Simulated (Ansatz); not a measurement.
# BaNa3: the cost of one run

Method: DFT PBE, scalar-relativistic, plane waves, PAW, in Ansatz 0.2.0.

### 1 The starting structure

The structure is hexagonal, space group P6_3/mcm (No. 193). Conventional cell: a = 6.714 Å, b = 6.714 Å, c = 5.857 Å, α = 90.00°, β = 90.00°, γ = 120.00°. Na (site symmetry m2m) has 2 Ba at 2.93 Å and 2 Na at 3.35 Å as nearest neighbours. Around Ba (site symmetry -3m) lie 2 Ba at 2.93 Å and 6 Na at 2.93 Å.

Structure file:

```xyz
8
Lattice="6.7136 0.0000 0.0000 -3.3568 5.8141 0.0000 0.0000 0.0000 5.8566" Properties=species:S:1:pos:R:3 pbc="T T T"
Na    2.5434    0.0000    1.4641
Na   -1.2717    2.2026    1.4641
Na    2.0851    3.6115    1.4641
Na    4.1702    0.0000    4.3924
Na    1.2717    2.2026    4.3924
Na   -2.0851    3.6115    4.3924
Ba    0.0000    0.0000    0.0000
Ba    0.0000    0.0000    2.9283
```

This is candidate A: random cell with space group P6_3/mcm (No. 193).

### 2 Rough relaxation on the coarse mesh (candidate A)

File input.yaml:

```yaml
crystal:
  lattice:
    - [6.7135980242, 0.0, 0.0]
    - [-3.3567990121, 5.8141464397, 0.0]
    - [0.0, 0.0, 5.8565726563]
  atoms:
    - { symbol: Na, position: [0.3788362855, 0.0, 0.25] }
    - { symbol: Na, position: [0.0, 0.3788362855, 0.25] }
    - { symbol: Na, position: [0.6211637145, 0.6211637145, 0.25] }
    - { symbol: Na, position: [0.6211637145, 0.0, 0.75] }
    - { symbol: Na, position: [0.3788362855, 0.3788362855, 0.75] }
    - { symbol: Na, position: [0.0, 0.6211637145, 0.75] }
    - { symbol: Ba, position: [0.0, 0.0, 0.0] }
    - { symbol: Ba, position: [0.0, 0.0, 0.5] }
basis:
  ecutwfc: 420
kpoints:
  mp_grid: { grid: [3, 3, 4] }
hamiltonian:
  xc: pbe
scf:
  occupations: { method: gaussian, width: 0.1 }
  lower_state_search: "off"
output:
  forces: true
  stress: true
  eigenvalues: true
relax:
  adjacent_minimum: "off"
  f_tol: 0.04
  max_steps: 70
  cell: { stress_tol: 0.4 }
```

On the command line:

```bash
$ ansatz run input.yaml --threads 1 --pin off --max-ram 2560MiB --backend cpu --events-out ev --progress --plain --runs-dir out
```

**Question.** How long does this run take on 1 thread of Intel Xeon Platinum 8259CL at 2.50GHz (Skylake/Cascade Lake), shared host, and how much memory does it need?

About 3 min, with a peak of 0.62 GiB.
